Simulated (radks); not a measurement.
# Taking charge from the 5d level of Hf⁺ in fractions

An exercise on one series of results from a longer session: the logs are not shown, and one member is left open.

The numbers are computed with radks (a radial shooting solver on a logarithmic mesh, Libxc functionals) version 1 (Dirac Kohn-Sham, PBEsol, spin-unpolarised, spherical densities, finite nucleus; open shells are shared between the two j in proportion to 2j + 1), except any that are marked as measured or tabulated.

### The system

| Quantity | Value |
| --- | --- |
| element | hafnium (Z = 72) |
| charge | +1 |
| electrons | 71 |
| configuration | [Xe] 4f14 5d1 6s2 |
| nuclear rms radius | 5.347 fm |

Outer shells as boxes (Hund's rule):

Hf⁺
```
[Xe] core
4f [↑↓][↑↓][↑↓][↑↓][↑↓][↑↓][↑↓]
5d [↑ ][  ][  ][  ][  ]
6s [↑↓]
```

Set-up of the first run:

Input:

```text
Z 72
configuration [Xe] 4f14 5d1 6s2
relativity Dirac
functional pbe_sol,pbe_sol
spin unpolarised
j_filling average
nucleus finite rms 5.347 fm
c 137.035999084
```

Among the steps run: Start: [Xe] 4f14 5d1 6s2.

One of the session's tables, all rows but one given; the rest of the session is left out.

From the orbitals of this run (lengths in bohr):

```
level     <r>  outermost maximum (interpolated)  90 % within  nodes
5s1/2   1.133                              1.02         1.63      4
5p1/2   1.260                              1.10         1.85      3
5p3/2   1.367                              1.18         2.01      3
4f5/2  0.6692                             0.452         1.13      0
4f7/2  0.6817                             0.457         1.16      0
6s1/2       ?                                 ?            ?      ?
5d3/2   2.126                              1.60         3.36      2
5d5/2   2.199                              1.65         3.48      2
```

Q: Estimate the row for 6s1/2 from the others.

**Answer.** <r>: 3.106; outermost maximum (interpolated): 2.73; 90 % within: 4.50; nodes: 5. In the column «<r>» it is the highest.
